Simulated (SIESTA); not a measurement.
Crystal: CuSn3.

```
Sn Cu
1.0
    -2.23990    2.23990    4.87070
     2.23990   -2.23990    4.87070
     2.23990    2.23990   -4.87070
Sn Cu
3 1
Direct
  0.50000 0.50000 0.00000
  0.25000 0.75000 0.50000
  0.75000 0.25000 0.50000
  0.00000 0.00000 0.00000
```

The cell comes from a database or a generator and needn't be the stable form of this composition.

Base run:

```yaml
Program: SIESTA 5.4.2
Functional: PBE
Potentials_or_basis: PseudoDojo 0.4 standard (PBE files)
Basis: DZP (energy shift 0.003 Ry; two zetas on semicore shells)
Grid_cutoff: 800 Ry
Energy_shift: 0.003 Ry
k_mesh: 8 × 8 × 8
Occupations: fermi-dirac, width 0.05 eV
Spin: no spin polarisation
```

Its results: band gap on the k mesh none (metal or under the smearing width); pressure -0.6 GPa.

**Question.** The run is repeated on the same cell with these changes: functional from PBE to PBEsol; potentials or basis from PseudoDojo 0.4 standard (PBE files) to PseudoDojo 0.4 standard (PBEsol files). What comes out?

**Answer.** Band gap on the k mesh none (metal or under the smearing width); pressure -3.7 GPa.

Caveats: short orbitals over semicore shells can move pressures by several GPa; the basis of atomic orbitals isn't converged, which shifts pressures, moduli and gaps.

Not every run made on this cell is shown here.
